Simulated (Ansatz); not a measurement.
# CdH2O2: vertical ionisation energy

An exercise on one series of results from a longer session: the logs are not shown, and one member is left open.

Program: Ansatz 0.2.0, Gaussian basis. Level of theory: unrestricted cation, the program's frozen cores in correlated methods. These are calculated values, not measurements.

The runs, in order: UKS PBE-D4/def2-TZVPP; UKS r2SCAN-D4/def2-TZVPP; UKS PBE0-D4/def2-TZVPP; UKS B3LYP-D4/def2-TZVPP; UKS wB97X-V/def2-TZVPP; UKS wB97M-V/def2-TZVPP; UKS B2PLYP/def2-TZVPP; UHF-CCSD(T)/def2-TZVPP; UHF-MP2/def2-QZVPP; extrapolation to the limit; then −ε(HOMO) from the neutral's earlier runs with LDA (SPW92), PBE-D4, revPBE-D4, BLYP-D4, r2SCAN-D4, B97M-V, PBE0-D4, B3LYP-D4, r2SCANh-D4, r2SCAN0-D4, HSE06-D4, BHLYP-D4, CAM-B3LYP-D4, LC-ωPBE, ωB97X-V, ωB97M-V.

### The relaxed structure

An earlier PBE0-D4 in a triple-zeta def2 set relaxation fixed the geometry. Cd takes the def2 core potential; no spin-orbit term is included.

SMILES `[OH][Cd][OH]`, 5 atoms, charge 0, spin multiplicity 1.

Atoms are counted from 1 here; the program's logs count them from 0.

Bond lengths: O1–Cd2 1.958 Å, O1–H4 0.960 Å, Cd2–O3 1.958 Å, O3–H5 0.960 Å. Angles: Cd2–O1–H4 112.4°, O1–Cd2–O3 174.8°, Cd2–O3–H5 112.4°.

Set-up of the first run:

in.yaml

```yaml
crystal:
  periodic: [false, false, false]
  atoms:
    - {symbol: O, position_ang: [-1.837212, 0.258631, -0.673117]}
    - {symbol: Cd, position_ang: [0.039854, 0.017761, -0.172395]}
    - {symbol: O, position_ang: [1.956725, -0.205345, 0.156160]}
    - {symbol: H, position_ang: [-2.416649, -0.364946, -0.229540]}
    - {symbol: H, position_ang: [2.257282, 0.293909, 0.918892]}
basis:
  gaussian: {orbitals: def2-TZVPP}
total_charge: 1
magnetization: {spin_polarized: true, initial_magnetization: 1}
hamiltonian: {xc: pbe, dispersion: d4}
```

Launch:

```
> ansatz run in.yaml --threads 4 --pin off --events-out ev --progress --plain --max-ram 10444MiB
```

Among the steps run: Cation, UKS PBE-D4/def2-TZVPP; Cation, UKS r2SCAN-D4/def2-TZVPP; Cation, UKS PBE0-D4/def2-TZVPP; Cation, UKS B3LYP-D4/def2-TZVPP; Cation, UKS wB97X-V/def2-TZVPP; Cation, UKS wB97M-V/def2-TZVPP; Cation, UKS B2PLYP (frozen core)/def2-TZVPP; Cation, UHF-CCSD(T)/def2-TZVPP; Cation, UHF-MP2/def2-QZVPP.

One table of the session follows, with a row left open; its other results are not shown here.

Orbital estimates, from the neutral's runs:

| functional | −ε(HOMO) (eV) |
| --- | --- |
| LDA (SPW92) | 6.76 |
| PBE-D4 | 6.49 |
| revPBE-D4 | 6.40 |
| BLYP-D4 | 6.42 |
| r2SCAN-D4 | 6.81 |
| B97M-V | 6.86 |
| PBE0-D4 | 8.11 |
| B3LYP-D4 | 7.88 |
| r2SCANh-D4 | 7.42 |
| r2SCAN0-D4 | 8.36 |
| HSE06-D4 | 7.70 |
| BHLYP-D4 | 9.72 |
| CAM-B3LYP-D4 | 9.65 |
| LC-ωPBE | ? |
| ωB97X-V | 10.62 |
| ωB97M-V | 10.58 |

Estimate the missing values for LC-ωPBE.

As computed: −ε(HOMO) (eV): 10.97. In the column «−ε(HOMO) (eV)» it is the highest.
